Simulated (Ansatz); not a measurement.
**C2H2Zn: basis-set convergence**

The task here is to estimate one member of a computed series from the others.

Computed with Ansatz 0.2.0, Gaussian basis. Level: one geometry, several basis sets.

Levels to be run: PBE0-D4/def2-SVP; ωB97M-V/def2-SVP; PBE0-D4/def2-QZVPP; ωB97M-V/def2-QZVPP; the functionals' def2-TZVPP values are taken from earlier runs.

### The geometry

All runs share one geometry, relaxed beforehand with PBE0-D4 in a triple-zeta def2 set.

SMILES `C#[C][ZnH]`, 5 atoms, charge 0, spin multiplicity 1.

Atoms are counted from 1 here; the program's logs count them from 0.

Bond lengths: C1–C2 1.211 Å, C1–H4 1.066 Å, C2–Zn3 1.882 Å, Zn3–H5 1.528 Å. Angles: C2–C1–H4 180.0°, C1–C2–Zn3 179.8°, C2–Zn3–H5 179.9°.

Set-up of the first run:

in.yaml

```yaml
crystal:
  periodic: [false, false, false]
  atoms:
    - {symbol: C, position_ang: [-1.281064, 0.630996, 0.655813]}
    - {symbol: C, position_ang: [-0.294314, 0.142576, 0.152678]}
    - {symbol: Zn, position_ang: [1.239995, -0.612042, -0.633672]}
    - {symbol: H, position_ang: [-2.150342, 1.061492, 1.098820]}
    - {symbol: H, position_ang: [2.485705, -1.223023, -1.273639]}
basis:
  gaussian: {orbitals: def2-SVP}
hamiltonian: {xc: pbe0, dispersion: d4}
output: {orbitals: {seedname: orbitals}}
```

Launch:

```console
ansatz run in.yaml --threads 2 --pin off --events-out ev --progress --plain --max-ram 4352MiB
```

Among the steps run: PBE0-D4 in def2-SVP; ωB97M-V in def2-SVP; PBE0-D4 in def2-QZVPP; ωB97M-V in def2-QZVPP.

One of the session's tables, all rows but one given; the rest of the session is left out.

It belongs to the step «Functionals by basis». 

```
functional       basis  HOMO (eV)
   PBE0-D4    def2-SVP      -7.84
   PBE0-D4  def2-TZVPP      -8.03
   PBE0-D4  def2-QZVPP          ?
   ωB97M-V    def2-SVP     -10.09
   ωB97M-V  def2-TZVPP     -10.29
   ωB97M-V  def2-QZVPP     -10.30
```

Estimate the missing values for PBE0-D4, def2-QZVPP.

The run gave: HOMO (eV): -8.04. In the column «HOMO (eV)» it lies between ωB97M-V, def2-SVP (-10.09) and PBE0-D4, def2-TZVPP (-8.03).
